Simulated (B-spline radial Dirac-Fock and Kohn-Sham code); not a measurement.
# Inner shells of Ni⁶⁺

Aim: for Ni⁶⁺, compute its two-hole states and how cheaper methods do for the levels.

The numbers are computed with B-spline radial Dirac-Fock and Kohn-Sham code (version 5): a free atom or ion on a radial basis; each step names its model.

## 1. The atom as given

Ni⁶⁺, [Ar] 3d4.

- nuclear charge: 28
- electrons: 22
- mass number: 58
- nuclear rms radius: 3.7757 fm

Outer shells as boxes (Hund's rule, for the drawing alone; heavy ions are jj-coupled, and the calculation averages over the configuration):

```
[Ar] core
3d [↑ ][↑ ][↑ ][↑ ][  ]
```

## 2. Double vacancies and Auger multiplets

Model: Dirac-Fock average of configuration, Delta-SCF, finite nucleus, first-order Breit with its frequency dependence, self-energy and vacuum polarisation; two-hole levels by intermediate coupling within the shell, Auger rates as independent-particle Coulomb matrix elements.

task.json holds this item:

```json
{
  "Z": 28,
  "q": 6,
  "cfg": [[1, 0, 2], [2, 0, 2], [2, 1, 6], [3, 0, 2], [3, 1, 6], [3, 2, 4]],
  "A": 58,
  "rrms": 3.7757,
  "tag": "ground",
  "do": ["double", "binding", "quiet"],
  "hv": [28.3, 31.2, 98.6, 122.0, 173.0, 196.0, 257.0, 279.0, 712.0, 1210.0, 1970.0, 2830.0, 2950.0, 2960.0, 3110.0, 3400.0, 12700.0, 35200.0, 47000.0, 49200.0, 89300.0, 101000.0, 142000.0],
  "s": [0, 0.05, 0.1, 0.15, 0.2, 0.25, 0.3, 0.35, 0.4, 0.45, 0.5, 0.6, 0.7, 0.8, 0.9, 1.0, 1.1, 1.2, 1.4, 1.6, 1.8, 2.0, 2.5, 3.0, 3.5, 4.0, 5.0, 6.0],
  "pz": [0, 0.1, 0.14, 0.2, 0.29, 0.42, 0.6, 0.86, 1.2, 1.8, 2.5, 3.6, 5.1, 7.4, 11.0, 15.0, 22.0, 31.0, 44.0, 63.0, 90.0],
  "hv_scatter": [5000, 8047.8, 17479.3, 20000, 30000, 100000, 200000, 500000],
  "holes": ["K", "L1", "L2", "L3", "M1", "M2", "M3", "M4", "M5", "N1", "N2", "N3", "N4", "N5", "N6", "N7"]
}
```

Started as:

```
python xray_run.py task.json out
```

From the run's result record (rounded, not every field):

```text
{
  "status": "converged",
  "single_binding [eV]": {"K": 8477.163, "L1": 1161.21, "L2": 1020.205, "L3": 1003.109, "M1": 247.3677, "M2": 200.7064, "M3": 198.2117, "M4,5": 130.3455},
  "double_binding [eV]": {
    "KK": 17365.85,
    "KL2": 9613.22,
    "KL3": 9593.469,
    "KM2": 8716.82,
    "KM3": 8713.826,
    "L1L1": 2397.43,
    "L1L2": 2250.746,
    "L1L3": 2233.19,
    "L1M2": 1397.082,
    "L1M3": 1394.336,
    "L2L2": 2128.284,
    "L2L3": 2104.872,
    "L2M1": 1303.199,
    "L2M3": 1254.109,
    "L3L3": 2089.03,
    "L3M1": 1286.068,
    "L3M2": 1239.723,
    "M2M2": 431.5259,
    "M2M3": 427.1546,
    "M3M3": 425.1349
  },
  "kalpha_Ln [eV]": [
    [0, 7468.337, 7765.775],
    [1, 7499.946, 7798.683],
    [2, 7532.794, 7832.832],
    [3, 7566.893, 7868.229],
    [4, 7602.251, 7904.882],
    [5, 7638.871, 7942.793]
  ],
  "auger_lines [eV]": {
    "K-L123": [["L2L3", 2, 0.934583, 6367.28, 0.34074], ["L1L2", 1, 0.546811, 6205.15, 0.126067], ["L3L3", 2, 0.934583, 6392.77, 0.0444389], ["L1L1", 0, 0.983045, 6075.02, 0.0397298], ["L2L2", 0, 0.836584, 6344.8, 0.0306111], ["L1L3", 2, 1.0, 6254.37, 0.0179248]],
    "L2-M23": [["M2M3", 2, 0.854652, 591.164, 0.10497], ["M2M3", 1, 1.0, 594.82, 0.0514021], ["M2M2", 0, 0.583162, 584.447, 0.0370024], ["M3M3", 0, 0.583162, 594.599, 0.0116224], ["M3M3", 2, 0.854652, 596.835, 0.0105351]],
    "L3-M23": [["M3M3", 2, 0.854652, 579.738, 0.0830222], ["M2M3", 2, 0.854652, 574.068, 0.0779851], ["M2M3", 1, 1.0, 577.723, 0.0265722], ["M2M2", 0, 0.583162, 567.351, 0.0173969], ["M3M3", 0, 0.583162, 577.502, 0.012911]]
  }
}
```

Auger rows: leading holes, J, purity, kinetic energy, width; the six strongest of each group. kalpha_Ln rows: L holes, Kα centroid, hypersatellite. Left out are hole states that did not converge, or in which two open shells of one symmetry are about equally filled, where the average of configuration falls too low.

It took 18 s on 1 thread of Arm Neoverse V2, shared host; peak memory 0.46 GiB.

Hole-hole repulsion U = E(ab) - E(a) - E(b), in eV:

```tsv
holes	double	sum of singles	U
K K	17365.8	16954.3	411.5
K L2	9613.2	9497.4	115.9
K L3	9593.5	9480.3	113.2
K M2	8716.8	8677.9	38.95
K M3	8713.8	8675.4	38.45
L1 L1	2397.4	2322.4	75.01
L1 L2	2250.7	2181.4	69.33
L1 L3	2233.2	2164.3	68.87
L1 M2	1397.1	1361.9	35.17
L1 M3	1394.3	1359.4	34.91
L2 L2	2128.3	2040.4	87.87
L2 L3	2104.9	2023.3	81.56
L2 M1	1303.2	1267.6	35.63
L2 M3	1254.1	1218.4	35.69
L3 L3	2089.0	2006.2	82.81
L3 M1	1286.1	1250.5	35.59
L3 M2	1239.7	1203.8	35.91
M2 M2	431.5	401.4	30.11
M2 M3	427.2	398.9	28.24
M3 M3	425.1	396.4	28.71
```

## 3. Dirac PBE, for comparison

Model: Dirac-Kohn-Sham PBE, finite nucleus, spherical and without spin polarisation.

The item in task.json (cfg lists n, l and electrons):

```json
{
  "Z": 28,
  "q": 6,
  "cfg": [[1, 0, 2], [2, 0, 2], [2, 1, 6], [3, 0, 2], [3, 1, 6], [3, 2, 4]],
  "A": 58,
  "rrms": 3.7757,
  "tag": "ground",
  "do": ["pbe", "binding", "quiet"],
  "hv": [28.3, 31.2, 98.6, 122.0, 173.0, 196.0, 257.0, 279.0, 712.0, 1210.0, 1970.0, 2830.0, 2950.0, 2960.0, 3110.0, 3400.0, 12700.0, 35200.0, 47000.0, 49200.0, 89300.0, 101000.0, 142000.0],
  "s": [0, 0.05, 0.1, 0.15, 0.2, 0.25, 0.3, 0.35, 0.4, 0.45, 0.5, 0.6, 0.7, 0.8, 0.9, 1.0, 1.1, 1.2, 1.4, 1.6, 1.8, 2.0, 2.5, 3.0, 3.5, 4.0, 5.0, 6.0],
  "pz": [0, 0.1, 0.14, 0.2, 0.29, 0.42, 0.6, 0.86, 1.2, 1.8, 2.5, 3.6, 5.1, 7.4, 11.0, 15.0, 22.0, 31.0, 44.0, 63.0, 90.0],
  "hv_scatter": [5000, 8047.8, 17479.3, 20000, 30000, 100000, 200000, 500000],
  "holes": ["K", "L1", "L2", "L3", "M1", "M2", "M3", "M4", "M5", "N1", "N2", "N3", "N4", "N5", "N6", "N7"]
}
```

From the run's result record (rounded, not every field):

```text
{
  "status": "converged",
  "shells": ["K", "L1", "L2", "L3", "M1", "M2", "M3", "M4,5"],
  "minus_eigenvalue [eV]": [8331.05, 1105.08, 979.51, 962.041, 224.343, 185.266, 182.765, 118.135],
  "delta_scf [eV]": [8508.07, 1139.23, 1019.63, 1001.53, 238.591, 199.333, 196.725, 131.912],
  "total_energy [Ha]": -1509.2955,
  "dirac_fock_binding [eV]": [8477.16, 1161.21, 1020.2, 1003.11, 247.368, 200.706, 198.212, 130.345]
}
```

Run time: 3.6 s. Hardware: 1 thread of Arm Neoverse V2, shared host; peak memory 0.35 GiB.

Against the Dirac-Fock value with Breit and QED (eV):

```tsv
level	-ε	miss	ΔSCF	miss	Dirac-Fock
K	8331.1	-146.1	8508.1	+30.9	8477.2
L1	1105.1	-56.1	1139.2	-22.0	1161.2
L2	979.5	-40.7	1019.6	-0.6	1020.2
L3	962.0	-41.1	1001.5	-1.6	1003.1
M1	224.3	-23.0	238.6	-8.8	247.4
M2	185.3	-15.4	199.3	-1.4	200.7
M3	182.8	-15.4	196.7	-1.5	198.2
M4,5	118.1	-12.2	131.9	+1.6	130.3
```

## 4. Cost and miss of the cheaper method

| method | level | eigenvalue miss (%) | ΔSCF miss (%) | time |
| --- | --- | --- | --- | --- |
| Dirac PBE | K | -1.72 | +0.36 | 3.6 s |

Times cover the ground state and all hole states of a step, on one thread of a shared host; states solved in an earlier step are reused, and a first call can include compiling.

## 5. What came out

| quantity | value |
| --- | --- |
| largest U, K K | 411.5 eV |
| Kα hypersatellite shift | +297.4 eV |
| strongest line of K-L123 | L2L3, J = 2, 6367.3 eV |
| Dirac PBE, K: eigenvalue / ΔSCF | 8331.1 / 8508.1 eV |

**Reading.** U runs from 28.24 eV (M2 M3) to 411.5 eV (K K). An empty K shell moves Kα up by 297 eV. In the K-L123 Auger group the L2L3 J = 2 line carries 54 % of the rate. Dirac PBE misses the K level by -1.7 % with its eigenvalue and by +0.4 % with ΔSCF, so total-energy differences mend most of the error. The Hartree-Fock and Dirac-Fock values hold no electron correlation.
